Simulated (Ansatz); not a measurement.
# Cobalt, A15 under r²SCAN: structure and ground-state energy

What does r²SCAN give for cobalt in the A15 structure? We relax it, then solve it on a dense k-mesh. Spin polarisation is left out, though the real metal is magnetic, so this state lies above the ground state. The k-meshes are 6×6×6 for the relaxation; 8×8×8 for the dense run.

Program: Ansatz 0.2.0. Level of theory: DFT r2SCAN, plane waves (500 eV) with PAW, scalar-relativistic; PBE-made PAW files. These are calculated values, not measurements.

## Step 1: The starting structure

The structure is cubic, space group Pm-3n (No. 223). The conventional cell has a = 4.458 Å, b = 4.458 Å, c = 4.458 Å, α = 90.00°, β = 90.00°, γ = 90.00°. Co (site symmetry m-3) has 12 Co at 2.49 Å as nearest neighbours. Around Co (site symmetry -4m2) lie 6 Co at 2.23 to 2.49 Å.

Structure file:

```
Co
1.0
     4.45786    0.00000    0.00000
     0.00000    4.45786    0.00000
     0.00000    0.00000    4.45786
Co
8
Direct
  0.00000 0.00000 0.00000
  0.50000 0.50000 0.50000
  0.25000 0.00000 0.50000
  0.75000 0.00000 0.50000
  0.50000 0.25000 0.00000
  0.50000 0.75000 0.00000
  0.00000 0.50000 0.25000
  0.00000 0.50000 0.75000
```

## Step 2: Geometry optimisation

Input file input.yaml:

```yaml
crystal:
  lattice:
    - [4.457857647, 0.0, 0.0]
    - [0.0, 4.457857647, 0.0]
    - [0.0, 0.0, 4.457857647]
  atoms:
    - { symbol: Co, position: [0.0, 0.0, 0.0] }
    - { symbol: Co, position: [0.5, 0.5, 0.5] }
    - { symbol: Co, position: [0.25, 0.0, 0.5] }
    - { symbol: Co, position: [0.75, 0.0, 0.5] }
    - { symbol: Co, position: [0.5, 0.25, 0.0] }
    - { symbol: Co, position: [0.5, 0.75, 0.0] }
    - { symbol: Co, position: [0.0, 0.5, 0.25] }
    - { symbol: Co, position: [0.0, 0.5, 0.75] }
hamiltonian:
  xc: r2scan
  pseudopotentials:
    kind: paw
    azcp:
      Co: "pseudopotentials/Co.paw.azcp"
basis:
  ecutwfc: 500
  fft_grid_basis: typed
kpoints:
  mp_grid: { grid: [6, 6, 6], shift: [0, 0, 0] }
magnetization:
  spin_polarized: false
scf:
  occupations: { method: fermi_dirac, width: 0.1 }
relax:
  max_steps: 60
  f_tol: 0.01
  cell: {}
```

After this run come: The energy on a finer k-mesh.

Q: Predict the outcome of this session. Wanted: space group; conventional cell; volume; shortest distance; gap on the mesh; relative to hcp, ferromagnetic.

The runs gave:

| quantity | value |
| --- | --- |
| space group (spins left aside) | Pm-3n (No. 223) |
| conventional cell | a = 4.341 Å |
| volume | 10.224 Å³/atom |
| shortest distance | 2.170 Å |
| gap on the mesh | none (levels filled in part) |
| relative to hcp, ferromagnetic | +692 meV/atom |

The relaxation shrank the cell by 7.7 % in volume. Against the reference form of cobalt (hcp, ferromagnetic, computed apart with the same settings) it stands 692 meV/atom higher; part of this is magnetic energy, as this run has no moments. Levels at the Fermi energy are filled in part, as in a metal. The symmetry was held, so the structure may be unstable against distortions that break it.
